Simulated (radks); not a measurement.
**Fractional charge and spin in the 4d shell of rhodium**

An exercise on one series of results from a longer session: the logs are not shown, and one member is left open.

The numbers are computed with radks (a radial shooting solver on a logarithmic mesh, Libxc functionals) version 1 (scalar-relativistic Kohn-Sham, PBE, spin-polarised, spherical densities, point nucleus), except any that are marked as measured or tabulated.

## What is computed

```
element       : rhodium (Z = 45)
configuration : [Kr] 4d(up 5, down 2)
```

A shell typed twice in an input gives spin up, then spin down.

The first run:

Input:

```text
Z 45
configuration [Kr] 4d5 4d2
relativity scalar-relativistic
functional pbe,pbe
spin polarised
nucleus point
c 137.035999084
```

Steps of the session up to this table: 4d: up 5, down 2.

One table of the session follows, with a row left open; its other results are not shown here.

It belongs to the step «4d: up 5, down 2». From the orbitals of this run (lengths in bohr):

| level | <r> | outermost maximum (interpolated) | 90 % within | nodes |
| --- | --- | --- | --- | --- |
| 3d up | 0.3704 | 0.291 | 0.588 | 0 |
| 3d down | 0.3703 | 0.292 | 0.588 | 0 |
| 4s up | ? | ? | ? | ? |
| 4s down | 0.9764 | 0.880 | 1.42 | 3 |
| 4p up | 1.076 | 0.944 | 1.59 | 2 |
| 4p down | 1.074 | 0.942 | 1.59 | 2 |
| 4d up | 1.436 | 1.13 | 2.26 | 1 |
| 4d down | 1.457 | 1.13 | 2.31 | 1 |

Estimate the missing values for 4s up.

The run gave: <r>: 0.9788; outermost maximum (interpolated): 0.882; 90 % within: 1.42; nodes: 3. In the column «<r>» it lies between 4s down (0.9764) and 4p down (1.074).
